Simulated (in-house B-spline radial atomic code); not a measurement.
**Ga⁴⁺: a fraction of an electron moved 3p → 3d**

How does the AM05 energy of Ga⁴⁺ change when part of an electron is moved 3p → 3d?

Method: non-relativistic AM05, spin-polarised, spherical fractional occupations, point nucleus, basis-set limit. Code: in-house B-spline radial atomic code version 1.

### Step 1. The atom as given

```
element       : gallium (Z = 31)
charge        : +4
electrons     : 27
configuration : [Ar] 3d9
Hamiltonian   : non-relativistic
nucleus       : point
```

The outer shells:

[Ar] 3d9
```
[Ar] core
3d [↑↓][↑↓][↑↓][↑↓][↑ ]
```

Where spins are not typed, each open shell is filled with up spins first.

### Step 2. The start, at fraction 0

Settings, as recorded:

```ini
Z = 31
electrons = 27.0
configuration = [Ar] 3d9
hamiltonian = nr
method = am05
spin_polarised = True
```

### Step 3. 0.125 electron moved 3p → 3d

Settings, as recorded:

```ini
Z = 31
electrons = 27.0
configuration = [Ne] 3s2 3p5.875 3d9.125
hamiltonian = nr
method = am05
spin_polarised = True
```

### Step 4. 0.25 electron moved 3p → 3d

Settings, as recorded:

```ini
Z = 31
electrons = 27.0
configuration = [Ne] 3s2 3p5.75 3d9.25
hamiltonian = nr
method = am05
spin_polarised = True
```

### Step 5. 0.375 electron moved 3p → 3d

Settings, as recorded:

```ini
Z = 31
electrons = 27.0
configuration = [Ne] 3s2 3p5.625 3d9.375
hamiltonian = nr
method = am05
spin_polarised = True
```

### Step 6. 0.5 electron moved 3p → 3d

Settings, as recorded:

```ini
Z = 31
electrons = 27.0
configuration = [Ne] 3s2 3p5.5 3d9.5
hamiltonian = nr
method = am05
spin_polarised = True
```

### Step 7. 0.625 electron moved 3p → 3d

Settings, as recorded:

```ini
Z = 31
electrons = 27.0
configuration = [Ne] 3s2 3p5.375 3d9.625
hamiltonian = nr
method = am05
spin_polarised = True
```

### Step 8. 0.75 electron moved 3p → 3d

Settings, as recorded:

```ini
Z = 31
electrons = 27.0
configuration = [Ne] 3s2 3p5.25 3d9.75
hamiltonian = nr
method = am05
spin_polarised = True
```

### Step 9. 0.875 electron moved 3p → 3d

Settings, as recorded:

```ini
Z = 31
electrons = 27.0
configuration = [Ne] 3s2 3p5.125 3d9.875
hamiltonian = nr
method = am05
spin_polarised = True
```

### Step 10. 1 electron moved 3p → 3d

Settings, as recorded:

```ini
Z = 31
electrons = 27.0
configuration = [Ne] 3s2 3p5 3d10
hamiltonian = nr
method = am05
spin_polarised = True
```

Q: How does the energy change with the fraction, and which way and how far does it bend from the straight line between the ends?

The runs gave:

| fraction | energy change (eV) | less the straight line (eV) | level 3p down (eV) | level 3d down (eV) | sum of <r²> (bohr²) |
| --- | --- | --- | --- | --- | --- |
| 0 | 0.0000 | 0.0000 | -154.22 | -75.521 | 10.784 |
| 0.125 | 9.8380 | -0.0046 | -154.32 | -75.607 | 10.798 |
| 0.25 | 19.6773 | -0.0079 | -154.41 | -75.694 | 10.812 |
| 0.375 | 29.5180 | -0.0098 | -154.51 | -75.780 | 10.826 |
| 0.5 | 39.3599 | -0.0105 | -154.61 | -75.866 | 10.840 |
| 0.625 | 49.2032 | -0.0099 | -154.70 | -75.951 | 10.853 |
| 0.75 | 59.0478 | -0.0079 | -154.80 | -76.036 | 10.867 |
| 0.875 | 68.8937 | -0.0046 | -154.89 | -76.121 | 10.881 |
| 1 | 78.7409 | 0.0000 | -154.99 | -76.206 | 10.895 |

From fraction 0 to 1 the energy changes by 78.741 eV. It sags under the straight line by up to 0.01 eV (at 0.5). Slater's transition state, the slope from the orbital energies at fraction 0.5 (Janak's theorem), gives 78.741 eV for the whole step.
